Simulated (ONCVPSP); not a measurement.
**Zn: generating and testing an ONCV potential**

Task: generate the file, and judge it by its errors in other configurations, its logarithmic derivatives, its ghosts and its cutoff.

Program: ONCVPSP 4.0.1.1 (patched build). Reference atom: PBE, scalar-relativistic, spherical and spin-unpolarised. All values are calculated.

### 1 The design

Typed settings, in words:

| Quantity | Value |
| --- | --- |
| element | zinc (Zn, Z = 30) |
| type | optimised norm-conserving Vanderbilt (ONCV) |
| frozen core | [Ne] 3s2 |
| valence charge | 18 |
| reference configuration | 3p6 3d10 4s2 |
| partial waves | 4s: rc 2.30 bohr, ncon 3, nbas 6, qcut 3.3 1/bohr, 2 projectors, debl 2.8 Ha; 3p: rc 0.40 bohr, ncon 4, nbas 8, qcut 18.1 1/bohr, 2 projectors, debl 2.3 Ha; 3d: rc 1.35 bohr, ncon 5, nbas 10, qcut 12.1 1/bohr, 2 projectors, debl 3 Ha |
| local potential | polynomial inside 0.30 bohr (lpopt 5, dvloc0 0 Ha) |
| core correction | Teter function, fcfact 4.75, rcfact 1.6 |

### 2 Generation

Input file Zn.dat:

```
# ATOM AND REFERENCE CONFIGURATION
# atsym  z   nc   nv     iexc    psfile
  Zn 30.00    4    3        4      upf
#
#   n    l    f
    1    0    2.00
    2    0    2.00
    2    1    6.00
    3    0    2.00
    3    1    6.00
    3    2   10.00
    4    0    2.00
#
# PSEUDOPOTENTIAL AND OPTIMIZATION
# lmax
    2
#
#   l,   rc,      ep,       ncon, nbas, qcut
    0    2.30    0.00    3    6    3.30
    1    0.40    0.00    4    8   18.10
    2    1.35    0.00    5   10   12.10
#
# LOCAL POTENTIAL
# lloc, lpopt,  rc(5),   dvloc0
    4    5    0.30    0.00
#
# VANDERBILT-KLEINMAN-BYLANDER PROJECTORs
# l, nproj, debl
    0    2    2.80
    1    2    2.30
    2    2    3.00
#
# MODEL CORE CHARGE
# icmod, fcfact, rcfact
    3    4.75    1.60
#
# LOG DERIVATIVE ANALYSIS
# epsh1, epsh2, depsh
   -5.00    5.00    0.04
#
# OUTPUT GRID
# rlmax, drl
    6.00    0.01
#
# TEST CONFIGURATIONS
# ncnf
    4
# nvcnf
#   n    l    f
    3
    3    1    6.00
    3    2   10.00
    4    0    1.00
#
    3
    3    1    6.00
    3    2   10.00
    4    0    0.00
#
    3
    3    1    6.00
    3    2    9.00
    4    0    0.00
#
    4
    3    1    6.00
    3    2    9.00
    4    0    2.00
    4    1    1.00
#
```

Started as:

```sh
oncvpsp.x < Zn.dat > Zn.out
```

Q: Predict the outcome of this session. Wanted: cutoffs for 1 and 0.1 mHa per electron, occupied waves; bound ghosts; GHOST(+) flags; largest miss of a reference level; largest test error; largest phase difference near zero energy, channels read; rms error of d²Exc/dn², without and with the model core; projector energies reset by the program.

As calculated:

| quantity | value |
| --- | --- |
| cutoffs for 1 and 0.1 mHa per electron, occupied waves | 1609 Ha and 2303 Ha |
| bound ghosts | s at -1145.18 eV, p at -890.03 eV |
| GHOST(+) flags | s at 24 eV, p at 5499 eV, p at 12960 eV, d at 133 eV |
| largest miss of a reference level | 35 meV (3p) |
| largest test error (AE − PS) | -73 meV, for 3p6 3d9 4s0 |
| largest phase difference near zero energy, channels read | 0.003 rad |
| rms error of d²Exc/dn², without and with the model core | 3.12 and 1.18 mHa |
| projector energies reset by the program | p: -3.065, 0.250 Ha |

What this shows: It has a bound ghost (s, p), a state that the atom doesn't have, and that rules the file out. Close by lies the frozen 2s level (-1158.3 eV). Already in the reference configuration the 3p level is off by 35 meV. By total energies transferability is fair: the largest error is 73 meV on 68.9 eV, for 3p6 3d9 4s0. That test lies far up in energy; among those under 40 eV, nearer to bonding, the largest error is 47 meV. By its cutoff, 1609 Ha for the looser tolerance, it is very hard. At the looser tolerance the 3p wave is the slowest; 3d needs 61 Ha. Near zero energy the phases of the channels with partial waves agree within 0.003 rad. The program also flags highly localised states, GHOST(+) (s, p, d). All of this concerns the isolated atom, not yet a solid.
